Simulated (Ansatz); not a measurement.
**FGeH2O+ (SMILES [OH][GeH+][F]): functionals against CCSD(T) at one geometry**

The task here is to estimate one member of a computed series from the others.

Method: single points in def2-TZVPP; program: Ansatz 0.2.0, Gaussian basis.

Cores are frozen in the correlated methods. Filled d shells of the heavier atoms are correlated.

### Where the work starts

5 atoms, charge 1, spin multiplicity 1.

Atoms are counted from 1 here; the program's logs count them from 0.

Bond lengths: O1–Ge2 1.518 Å, O1–H4 0.989 Å, Ge2–F3 1.723 Å, Ge2–H5 1.620 Å. Angles: Ge2–O1–H4 139.4°, O1–Ge2–F3 108.8°, O1–Ge2–H5 139.1°, F3–Ge2–H5 111.7°.

As a file:

```xyz
5
charge 1, multiplicity 1
O    -1.00900   -0.47560   -0.20530
Ge    0.32830    0.17140    0.10510
F     0.47610    1.61530   -0.82320
H    -1.51930   -1.29110    0.02380
H     1.68670   -0.15560    0.92530
```

The first run:

Input file run/in.yaml:

```yaml
crystal:
  periodic: [false, false, false]
  atoms:
    - {symbol: O, position_ang: [-1.009000, -0.475600, -0.205300]}
    - {symbol: Ge, position_ang: [0.328300, 0.171400, 0.105100]}
    - {symbol: F, position_ang: [0.476100, 1.615300, -0.823200]}
    - {symbol: H, position_ang: [-1.519300, -1.291100, 0.023800]}
    - {symbol: H, position_ang: [1.686700, -0.155600, 0.925300]}
basis:
  gaussian: {orbitals: def2-TZVPP}
total_charge: 1
correlation: {method: ccsd_t}
output: {forces: true}
```

No record of the launch command was kept for these runs.

Steps of the session up to this table: CCSD(T)/def2-TZVPP; PBE0-D4/def2-TZVPP; wB97M-V/def2-TZVPP; r2SCAN-D4/def2-TZVPP; PBE-D4/def2-TZVPP; CAM-B3LYP-D4/def2-TZVPP; r2SCANh-D4/def2-TZVPP.

One table of the session follows, with a row left open; its other results are not shown here.

```
      method  RMS force component (eV/Å)  angle to CCSD(T) forces (°)
     CCSD(T)                       3.999                    reference
     PBE0-D4                       3.905                          0.4
     wB97M-V                       3.973                          0.9
   r2SCAN-D4                       3.910                          0.9
      PBE-D4                           ?                            ?
CAM-B3LYP-D4                       3.890                          0.5
  r2SCANh-D4                       3.893                          0.6
```

Q: Estimate the row for PBE-D4 from the others.

The run gave: RMS force component (eV/Å): 3.990; angle to CCSD(T) forces (°): 5.0. In the column «RMS force component (eV/Å)» it lies between wB97M-V (3.973) and CCSD(T) (3.999).
